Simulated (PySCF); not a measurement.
# CoO₂F: singlet, from a trigonal planar start

Where does singlet CoO₂F go from a trigonal planar start, is the end point a minimum, and what are its modes, charges and moments?

Computed with PySCF 2.14.0. Level: PBE0, basis Co def2-TZVP, O def2-TZVP, F def2-TZVP, no relativity, density fitting.

### Step 1. Starting geometry

4 atoms, charge 0, spin multiplicity 1.

Bond lengths: Co1–O2 1.600 Å, Co1–O3 1.600 Å, Co1–F4 1.750 Å. Angles: O2–Co1–O3 120.0°, O2–Co1–F4 120.0°, O3–Co1–F4 120.0°.

Coordinates in bohr (charge 0 multiplicity 1):
```
Co    0.0000    0.0000    0.0000
O    -1.5118    2.6184    0.0000
O    -1.5118   -2.6184    0.0000
F     3.3070    0.0000    0.0000
```

### Step 2. The SCF at the typed geometry

The steps below are one call of a driver around PySCF. For each, scf.py gives the equivalent set-up of the SCF; relaxations use the driver's own optimiser. After this first run the driver tries any further starts and a stability analysis.

File scf.py:

```python
from pyscf import gto, scf, dft
mol = gto.M(atom='''
Co     0.000000     0.000000     0.000000
O     -0.800000     1.385600     0.000000
O     -0.800000    -1.385600     0.000000
F      1.750000     0.000000     0.000000''',
    basis={'Co': 'def2-TZVP', 'O': 'def2-TZVP', 'F': 'def2-TZVP'},
    charge=0, spin=0)
mf = dft.RKS(mol, xc='PBE0')
mf.grids.atom_grid = (50, 194)
aux = {'Co': 'def2-universal-JKFIT', 'O': 'def2-universal-JKFIT', 'F': 'def2-universal-JKFIT'}
mf = mf.density_fit(auxbasis=aux)
mf.conv_tol = 1e-08
mf.diis_space = 10
mf.max_cycle = 60
mf.init_guess = 'minao'
mf.verbose = 4
mf.kernel()
```

Command:

```bash
> OMP_NUM_THREADS=4 python axn.py task.json out
```

What it wrote, shortened:

```text
[... the frontier levels of the middle cycles are left out ...]
init E= -1631.60083567044
  HOMO = 0.189097424157844  LUMO = 0.215406959155566  gap/eV = 0.71592
cycle= 1 E= -1616.05292712562  delta_E= 15.5  |g|= 8.14  |ddm|= 13.8
  HOMO = -1.09821433411842  LUMO = -1.03826569207568  gap/eV = 1.63129
cycle= 2 E= -1545.93822078445  delta_E= 70.1  |g|= 23.5  |ddm|= 19.7
  HOMO = -0.695861352644213  LUMO = -0.644379536397603  gap/eV = 1.40089
cycle= 3 E= -1602.83437079559  delta_E= -56.9  |g|=   15  |ddm|=   10
cycle= 4 E= -1609.43489299892  delta_E= -6.6  |g|= 11.3  |ddm|= 7.48
cycle= 5 E= -1608.08761222683  delta_E= 1.35  |g|= 11.6  |ddm|= 6.05
cycle= 6 E= -1620.17577320133  delta_E= -12.1  |g|=  9.3  |ddm|=  3.8
cycle= 7 E= -1623.85426087594  delta_E= -3.68  |g|= 7.95  |ddm|= 2.39
cycle= 8 E= -1621.74284303462  delta_E= 2.11  |g|= 7.86  |ddm|= 2.82
cycle= 9 E= -1627.43278401968  delta_E= -5.69  |g|= 6.19  |ddm|= 2.25
cycle= 10 E= -1628.54354878846  delta_E= -1.11  |g|= 5.47  |ddm|= 0.58
cycle= 11 E= -1628.1846450676  delta_E= 0.359  |g|= 5.69  |ddm|= 0.546
cycle= 12 E= -1613.44198783587  delta_E= 14.7  |g|= 8.54  |ddm|= 13.6
cycle= 13 E= -1627.29246905678  delta_E= -13.9  |g|= 6.27  |ddm|= 13.6
cycle= 14 E= -1628.56020971146  delta_E= -1.27  |g|= 5.41  |ddm|= 0.423
[... 10 cycles left out ...]
cycle= 25 E= -1632.23035791647  delta_E= -0.102  |g|= 1.24  |ddm|= 0.981
cycle= 26 E= -1632.5381643833  delta_E= -0.308  |g|= 0.086  |ddm|= 0.555
cycle= 27 E= -1632.53046586012  delta_E= 0.0077  |g|= 0.266  |ddm|= 0.112
cycle= 28 E= -1632.53944175767  delta_E= -0.00898  |g|= 0.0381  |ddm|= 0.0849
cycle= 29 E= -1632.53968157672  delta_E= -0.00024  |g|= 0.011  |ddm|= 0.0196
cycle= 30 E= -1632.53971704041  delta_E= -3.55e-05  |g|= 0.00757  |ddm|= 0.0126
cycle= 31 E= -1632.53974234867  delta_E= -2.53e-05  |g|= 0.00337  |ddm|= 0.0122
cycle= 32 E= -1632.53976177681  delta_E= -1.94e-05  |g|= 0.00172  |ddm|= 0.0167
cycle= 33 E= -1632.53976838263  delta_E= -6.61e-06  |g|= 0.00146  |ddm|= 0.00836
cycle= 34 E= -1632.53977542651  delta_E= -7.04e-06  |g|= 0.000986  |ddm|= 0.0145
cycle= 35 E= -1632.53977693281  delta_E= -1.51e-06  |g|= 0.000198  |ddm|= 0.00824
cycle= 36 E= -1632.539776988  delta_E= -5.52e-08  |g|= 0.00019  |ddm|= 0.00139
cycle= 37 E= -1632.53977699956  delta_E= -1.16e-08  |g|= 5.05e-05  |ddm|= 0.000549
cycle= 38 E= -1632.53977699999  delta_E= -4.3e-10  |g|= 2.26e-05  |ddm|= 3.83e-05
  HOMO = -0.360668481606168  LUMO = -0.242058310896113  gap/eV = 3.22755
Extra cycle  E= -1632.53977699634  delta_E= 3.65e-09  |g|= 0.000177  |ddm|= 5.69e-05
converged SCF energy = -1632.53977699634
```

This step, with its further starts and checks, took 14 s on 4 threads of Arm Neoverse V2, shared host.

Energies from each starting density:

| start | energy (Eh) |
| --- | --- |
| the minimal-basis guess | -1632.539777 |
| a thermally smeared density | -1632.539777 |
| a smeared PBE density | -1632.539777 |

No lower closed-shell solution turned up from the other starts or in the test of internal stability.

### Step 3. Relaxation: trigonal planar start, singlet

The program finds C2v symmetry in the start, which this walk keeps.

Edit scf.py of step 2 so:

```diff
@@ -3,4 +3,4 @@
-Co     0.000000     0.000000     0.000000
-O     -0.800000     1.385600     0.000000
-O     -0.800000    -1.385600     0.000000
-F      1.750000     0.000000     0.000000''',
+Co    -0.069644     0.000000     0.000000
+O     -0.869644     1.385600     0.000000
+O     -0.869644    -1.385600     0.000000
+F      1.680356     0.000000     0.000000''',
@@ -16 +15,0 @@
-mf.init_guess = 'minao'
```

The optimiser's trace:

| step | energy (Eh) | change (kJ/mol) | largest symmetric gradient (Eh/bohr) |
| --- | --- | --- | --- |
| 0 | -1632.539777 | 0.00 | 0.05332 |
| 1 | -1632.552389 | -33.11 | 0.00729 |
| 2 | -1632.553512 | -36.06 | 0.00680 |
| 3 | -1632.553797 | -36.81 | 0.00124 |
| 4 | -1632.553798 | -36.81 | 0.00007 |

The walk took 8.1 s.

It settles in C2v symmetry, 36.8 kJ/mol below the start, after 4 steps: Co–F 1.703 Å, Co–O 1.526 Å (×2); F–Co–O 114.7° (×2), O–Co–O 130.7°.

### Step 4. Vibrations and properties at this point

On the finer grid the gradient is checked again; gradients at displacements of ±0.02 bohr then give force constants and infrared intensities.

Edit scf.py of step 3 so:

```diff
@@ -3,4 +3,4 @@
-Co    -0.069644     0.000000     0.000000
-O     -0.869644     1.385600     0.000000
-O     -0.869644    -1.385600     0.000000
-F      1.680356     0.000000     0.000000''',
+Co    -0.108394     0.000000     0.000000
+O     -0.746459     1.385906     0.000000
+O     -0.746459    -1.385906     0.000000
+F      1.595142     0.000000     0.000000''',
@@ -10 +10 @@
-mf.grids.atom_grid = (50, 194)
+mf.grids.atom_grid = (75, 302)
@@ -13 +13 @@
-mf.conv_tol = 1e-08
+mf.conv_tol = 1e-10
```

This SCF starts from the last density.

Log of the central SCF (cycles and frontier levels):

```text
init E= -1632.55367657779
  HOMO = -0.35828880629367  LUMO = -0.223557775926568  gap/eV = 3.66622
cycle= 1 E= -1632.55367657745  delta_E= 3.34e-10  |g|= 5.71e-05  |ddm|= 1.6e-05
  HOMO = -0.358296650954559  LUMO = -0.223565888866524  gap/eV = 3.66621
cycle= 2 E= -1632.55367656302  delta_E= 1.44e-08  |g|= 0.000376  |ddm|= 0.000104
  HOMO = -0.358289819734675  LUMO = -0.223558648201389  gap/eV = 3.66622
cycle= 3 E= -1632.55367657779  delta_E= -1.48e-08  |g|= 2.75e-06  |ddm|= 8.98e-05
  HOMO = -0.358289821587133  LUMO = -0.223558760879101  gap/eV = 3.66622
cycle= 4 E= -1632.55367657779  delta_E= -1.14e-12  |g|= 3.62e-07  |ddm|= 1.35e-06
  HOMO = -0.358289837342015  LUMO = -0.223558769722152  gap/eV = 3.66622
Extra cycle  E= -1632.55367657779  delta_E= 1.14e-12  |g|= 2.2e-06  |ddm|= 1.08e-06
converged SCF energy = -1632.55367657779
```

The whole step took 41 s.

Geometry: C2v; Co–F 1.704 Å, Co–O 1.526 Å (×2); F–Co–O 114.7° (×2), O–Co–O 130.6°.

Harmonic modes (main isotopes):

```json
{"symmetry": "b1", "ω (cm⁻¹)": "232", "IR (km/mol)": "16.1", "μ (u)": "24.49"}
{"symmetry": "b2", "ω (cm⁻¹)": "237", "IR (km/mol)": "4.5", "μ (u)": "19.46"}
{"symmetry": "a1", "ω (cm⁻¹)": "314", "IR (km/mol)": "3.4", "μ (u)": "18.26"}
{"symmetry": "a1", "ω (cm⁻¹)": "711", "IR (km/mol)": "69.5", "μ (u)": "21.95"}
{"symmetry": "a1", "ω (cm⁻¹)": "1037", "IR (km/mol)": "38.2", "μ (u)": "17.26"}
{"symmetry": "b2", "ω (cm⁻¹)": "1113", "IR (km/mol)": "202", "μ (u)": "20.69"}
```

Every mode is real; the point is a minimum.

Properties at this point:

* Dipole moment: 1.12 D
* Highest occupied level: -9.75 eV
* Lowest empty level: -6.08 eV
* Rotational constants: 0.2744, 0.2521, 0.1314 cm⁻¹
* Zero-point energy: 21.8 kJ/mol
* Principal polarisabilities: 18.3, 33.1, 45.5 bohr³
* Atomisation energy without zero-point energy: 928 kJ/mol
* Principal traceless quadrupole moments about the centre of mass: -3.27, -0.75, 4.02 D Å
* Entropy at 298.15 K and 1 bar: 287.8 J/(mol K)
* Heat capacity Cp at 298.15 K: 61.0 J/(mol K)
* Enthalpy at 298.15 K above 0 K: 14.07 kJ/mol
* Rotational symmetry number: 2

Populations by atom (charges in e):

```tsv
atom	Mulliken	Löwdin	polar tensor	Mayer order to Co1
Co1	1.17	0.34	1.48	–
O2,3	-0.38	-0.08	-0.49	1.76
F4	-0.41	-0.19	-0.51	0.79
```

Outer orbital energies (eV). occupied: -13.91, -13.48, -12.07, -12.02, -11.88, -10.91, -10.35, -9.75; empty: -6.08, -5.08, -5.02, 0.39.

Mulliken populations on Co1: s 6.35, p 12.31, d 7.17, f 0.00.

### Step 5. Would spin polarisation lower it?

At the lowest minimum the closed shell is tested against spin polarisation, on the (50, 194) grid. It is unstable: an open-shell solution lies lower. That solution was not followed to a minimum here.

### Step 6. Outcome

```
                            quantity                                                               value
                             minimum     singlet, C2v (closed shell, unstable towards spin polarisation)
                            geometry  Co–F 1.704 Å, Co–O 1.526 Å (×2); F–Co–O 114.7° (×2), O–Co–O 130.6°
                  wavenumbers (cm⁻¹)        232 (b1), 237 (b2), 314 (a1), 711 (a1), 1037 (a1), 1113 (b2)
                       dipole moment                                                              1.12 D
highest occupied, lowest empty level                                                     -9.75, -6.08 eV
          polar-tensor charge of Co1                                                             +1.48 e
                   zero-point energy                                                         21.8 kJ/mol
```

In words: The trigonal planar start keeps its C2v symmetry and ends in a minimum. In the infrared the band at 1113 cm⁻¹ (b2, stretch) leads. Only this shape and spin were tried, so other structures or states may lie lower. A stability analysis at the minimum finds the closed shell unstable towards spin polarisation: an open-shell solution lies lower, and these values are not those of the lowest state.

The search up to here took 72 s on 4 threads of Arm Neoverse V2, shared host.
